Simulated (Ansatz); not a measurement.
# C3H8Cl2InN: the cost of one run

Program: Ansatz 0.2.0, Gaussian basis. Level of theory: the settings change from run to run. These are calculated values, not measurements.

## (1) The relaxed structure

The structure was relaxed beforehand with PBE0-D4 in a triple-zeta def2 set. In takes a core potential in def2 sets; no spin-orbit term is included.

SMILES `CC(C)[NH][In]([Cl])[Cl]`, 15 atoms, charge 0, spin multiplicity 1.

Atoms are counted from 1 here; the program's logs count them from 0.

Bond lengths: C1–C2 1.522 Å, C1–H8 1.093 Å, C1–H9 1.096 Å, C1–H10 1.093 Å, C2–C3 1.516 Å, C2–N4 1.457 Å, C2–H11 1.099 Å, C3–H12 1.092 Å, C3–H13 1.092 Å, C3–H14 1.096 Å, N4–In5 2.004 Å, N4–H15 1.012 Å, In5–Cl6 2.311 Å, In5–Cl7 2.317 Å. Angles: C2–C1–H8 111.5°, C2–C1–H9 110.1°, C2–C1–H10 111.1°, H8–C1–H9 107.8°, H8–C1–H10 108.1°, H9–C1–H10 108.1°, C1–C2–C3 111.4°, C1–C2–N4 113.3°, C1–C2–H11 108.0°, C3–C2–N4 110.1°, C3–C2–H11 107.7°, N4–C2–H11 106.0°, C2–C3–H12 110.8°, C2–C3–H13 110.8°, C2–C3–H14 111.0°, H12–C3–H13 108.5°, H12–C3–H14 107.3°, H13–C3–H14 108.3° and more.

## (2) CAM-B3LYP/def2-SVP

Contents of in.yaml:

```yaml
crystal:
  periodic: [false, false, false]
  atoms:
    - {symbol: C, position_ang: [-1.663038, 0.162309, 0.027387]}
    - {symbol: C, position_ang: [-0.450564, -0.753001, 0.125896]}
    - {symbol: C, position_ang: [0.266610, -0.579102, 1.450415]}
    - {symbol: N, position_ang: [0.487792, -0.589143, -0.976982]}
    - {symbol: In, position_ang: [1.655031, 1.018226, -1.242147]}
    - {symbol: Cl, position_ang: [2.375536, 2.522898, 0.357615]}
    - {symbol: Cl, position_ang: [2.596191, 1.305171, -3.340282]}
    - {symbol: H, position_ang: [-2.388436, -0.047076, 0.818359]}
    - {symbol: H, position_ang: [-1.353987, 1.209463, 0.124377]}
    - {symbol: H, position_ang: [-2.167025, 0.044843, -0.934968]}
    - {symbol: H, position_ang: [-0.804903, -1.792172, 0.070910]}
    - {symbol: H, position_ang: [-0.409382, -0.771902, 2.285763]}
    - {symbol: H, position_ang: [1.113932, -1.263260, 1.525019]}
    - {symbol: H, position_ang: [0.639820, 0.444748, 1.563806]}
    - {symbol: H, position_ang: [0.102412, -0.911993, -1.855157]}
basis:
  gaussian: {orbitals: def2-SVP}
hamiltonian: {xc: {name: CAM-B3LYP}}
output: {forces: true}
```

The run is started by

```bash
ansatz run in.yaml --threads 2 --pin off --events-out ev --progress --plain --max-ram 32768MiB --backend cpu
```

Q: Estimate wall time and peak memory on 2 threads of AMD EPYC 7R13, shared host.

About 7 s, with a peak of 0.63 GiB.
